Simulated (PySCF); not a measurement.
# BBrH₄N₂: NMR shifts and spin-spin couplings

Wanted: the NMR shifts and spin-spin couplings of BBrH₄N₂ (`NB(N)Br`), by calculation.

The runs use PySCF 2.14.0, with density-fitted response routines of our own; the level of theory stands in each step. All values are computed, except where a source is named. Atoms count from 0, in the outputs and in this text.

## 1. Starting geometry

8 atoms, charge 0, multiplicity 1; geometry from: GFN2-xTB.

Bonds of the start (Å): N0–B1 1.40, B1–N2 1.40, B1–Br3 1.91, N0–H4 1.00, N0–H5 1.00, N2–H6 1.00, N2–H7 1.00.

## 2. Shielding tensors: PBE0/pcSseg-1

What the job is given:

```
{"job": {"kind": "nmr", "xc": "PBE0", "basis": "pcSseg-1"}, "charge": 0, "multiplicity": 1}
N      1.248443    -0.075341     0.158170
B     -0.071838     0.373602     0.078800
N     -1.142007    -0.449895    -0.279027
Br    -0.432911     2.203089     0.481800
H      1.529672    -1.018353    -0.040292
H      2.014800     0.521299     0.415624
H     -1.046884    -1.423019    -0.506610
H     -2.090218    -0.121970    -0.333031
```

Level: GIAO PBE0/pcSseg-1 NMR shielding, non-relativistic, gas phase.

**Question.** This job is followed by: B3LYP/pcJ-1 Br:pcSseg-1 indirect spin-spin coupling, non-relativistic, gas phase. What will the session give for the following? ¹H shifts against TMS (PBE0/pcSseg-1, means over atoms taken as alike); ¹⁵N shifts against NH3 (PBE0/pcSseg-1, means over atoms taken as alike); ¹¹B shifts against BF3·OEt2 (PBE0/pcSseg-1); ⁷⁹Br shifts against HBr (PBE0/pcSseg-1); largest coupling of the table (B3LYP/pcSseg-1+pcJ-1).

As calculated:

| quantity | value |
| --- | --- |
| ¹H shifts against TMS (PBE0/pcSseg-1, means over atoms taken as alike) | 2.45 ppm |
| ¹⁵N shifts against NH3 (PBE0/pcSseg-1, means over atoms taken as alike) | 69.1 ppm |
| ¹¹B shifts against BF3·OEt2 (PBE0/pcSseg-1) | 25.3 ppm |
| ⁷⁹Br shifts against HBr (PBE0/pcSseg-1) | -5 ppm |
| largest coupling of the table (B3LYP/pcSseg-1+pcJ-1) | ¹J(N,H) N0–H4, -87.6 Hz |

What this shows: At PBE0/pcSseg-1: The largest span, 548 ppm, is at Br3, where the paramagnetic term is -498 ppm. In the run at B3LYP/pcSseg-1+pcJ-1, the largest coupling of the table is N0–H4 (mean over like pairs), -87.6 Hz, of which the Fermi-contact term gives -84.0 Hz. Spin-orbit coupling is left out, which matters for shieldings and couplings at and beside the heavy atoms.
